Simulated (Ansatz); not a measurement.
# Ca3Cu: the cost of one run

Method: DFT PBE, scalar-relativistic, plane waves, PAW, in Ansatz 0.2.0.

1 further run of the same task is left out (it didn't finish).

**1. Starting point**

Symmetry: P6_3/mmc, No. 194, hexagonal system. Conventional cell: a = 6.576 Å, b = 6.576 Å, c = 5.278 Å, α = 90.00°, β = 90.00°, γ = 120.00°. Ca (site symmetry mm2) has 4 Cu at 3.25 to 3.29 Å and 8 Ca at 3.25 to 3.29 Å as nearest neighbours. Around Cu (site symmetry -6m2) lie 12 Ca at 3.25 to 3.29 Å.

Coordinates:

```
Ca Cu
1.0
     6.57565    0.00000    0.00000
    -3.28782    5.69468    0.00000
     0.00000    0.00000    5.27797
Ca Cu
6 2
Direct
  0.83300 0.66600 0.25000
  0.16700 0.83300 0.75000
  0.33400 0.16700 0.25000
  0.16700 0.33400 0.75000
  0.83300 0.16700 0.25000
  0.66600 0.83300 0.75000
  0.33333 0.66667 0.25000
  0.66667 0.33333 0.75000
```

(A quick probe on a coarse mesh, which set the mesh and smearing, is not shown.)

**3. A loose first relaxation**

Input file input.yaml:

```yaml
crystal:
  lattice:
    - [6.575647132, 0.0, 0.0]
    - [-3.287823566, 5.6946774626, 0.0]
    - [0.0, 0.0, 5.2779713952]
  atoms:
    - { symbol: Ca, position: [0.833, 0.666, 0.25] }
    - { symbol: Ca, position: [0.167, 0.833, 0.75] }
    - { symbol: Ca, position: [0.334, 0.167, 0.25] }
    - { symbol: Ca, position: [0.167, 0.334, 0.75] }
    - { symbol: Ca, position: [0.833, 0.167, 0.25] }
    - { symbol: Ca, position: [0.666, 0.833, 0.75] }
    - { symbol: Cu, position: [0.3333333333, 0.6666666667, 0.25] }
    - { symbol: Cu, position: [0.6666666667, 0.3333333333, 0.75] }
basis:
  ecutwfc: 420
kpoints:
  mp_grid: { grid: [3, 3, 4] }
hamiltonian:
  xc: pbe
scf:
  occupations: { method: gaussian, width: 0.1 }
  lower_state_search: "off"
output:
  forces: true
  stress: true
  eigenvalues: true
relax:
  adjacent_minimum: "off"
  f_tol: 0.04
  max_steps: 70
  cell: { stress_tol: 0.4 }
```

The run is started by

```sh
> ansatz run input.yaml --threads 1 --pin off --max-ram 2560MiB --backend cpu --events-out ev --progress --plain --runs-dir out
```

What time and memory should one allow on 1 thread of Intel Xeon Platinum 8488C (Sapphire Rapids), shared host?

About 39 s, with a peak of 0.55 GiB.
